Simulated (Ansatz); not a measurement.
# YbRu3: the cost of one run

Program: Ansatz 0.2.0. Level of theory: DFT PBE, scalar-relativistic, plane waves, PAW. These are calculated values, not measurements.

1 further run of the same task is left out (set aside as unsound or not needed).

## (1) The system as given

The structure is cubic, space group Pm-3m (No. 221). The conventional cell has a = 4.001 Å, b = 4.001 Å, c = 4.001 Å, α = 90.00°, β = 90.00°, γ = 90.00°. Yb (site symmetry m-3m) has 12 Ru at 2.83 Å as nearest neighbours. Around Ru (site symmetry 4/mmm) lie 4 Yb at 2.83 Å and 8 Ru at 2.83 Å.

Structure file:

```cif
data_structure
_symmetry_space_group_name_H-M 'Pm-3m'
_symmetry_Int_Tables_number 221
_cell_length_a 4.0015
_cell_length_b 4.0015
_cell_length_c 4.0015
_cell_angle_alpha 90.000
_cell_angle_beta 90.000
_cell_angle_gamma 90.000
_cell_volume 64.07
loop_
_atom_site_label
_atom_site_type_symbol
_atom_site_symmetry_multiplicity
_atom_site_Wyckoff_symbol
_atom_site_fract_x
_atom_site_fract_y
_atom_site_fract_z
_atom_site_occupancy
Yb1 Yb 1 a 0.00000 0.00000 0.00000 1
Ru1 Ru 3 c 0.00000 0.50000 0.50000 1
```

An earlier run at PBE left this cell at 16.018 Å³/atom and 0.06 GPa (8×8×8 mesh).

The changes: atom 4 (Ru) moved 0.05 Å along z; atom 4 (Ru) moved 0.02 Å along z; strain e2 = +0.01, atoms carried along; strain e3 = +0.01, atoms carried along; all atoms moved at random (σ = 0.1 Å), cell strained at random (1 %); all atoms moved at random (σ = 0.06 Å), cell strained at random (1 %).

## (2) Atom 4 (Ru) moved 0.05 Å along z

input.yaml

```yaml
crystal:
  lattice:
    - [4.0014744057, 0.0, 0.0]
    - [0.0, 4.0014744057, 0.0]
    - [0.0, 0.0, 4.0014744057]
  atoms:
    - { symbol: Yb, position: [0.0, 0.0, 0.0] }
    - { symbol: Ru, position: [0.0, 0.5, 0.5] }
    - { symbol: Ru, position: [0.5, 0.5, 0.0] }
    - { symbol: Ru, position: [0.5, 0.0, 0.5124953942] }
basis:
  ecutwfc: 420
  ecutrho_ratio: 4
kpoints:
  mp_grid: { grid: [8, 8, 8] }
hamiltonian:
  xc: pbe
scf:
  occupations: { method: gaussian, width: 0.05 }
output:
  forces: true
  stress: true
  eigenvalues: true
  write_density: true
  write_potential: true
  elf: true
  volumetric_format: npy
```

Run with:

```sh
> ansatz run input.yaml --threads 2 --pin off --max-ram 2662MiB --backend cpu --events-out ev --progress --plain --runs-dir out
```

What time and memory should one allow on 2 threads of Arm Neoverse V1, shared host?

About 30 s, with a peak of 0.5 GiB.
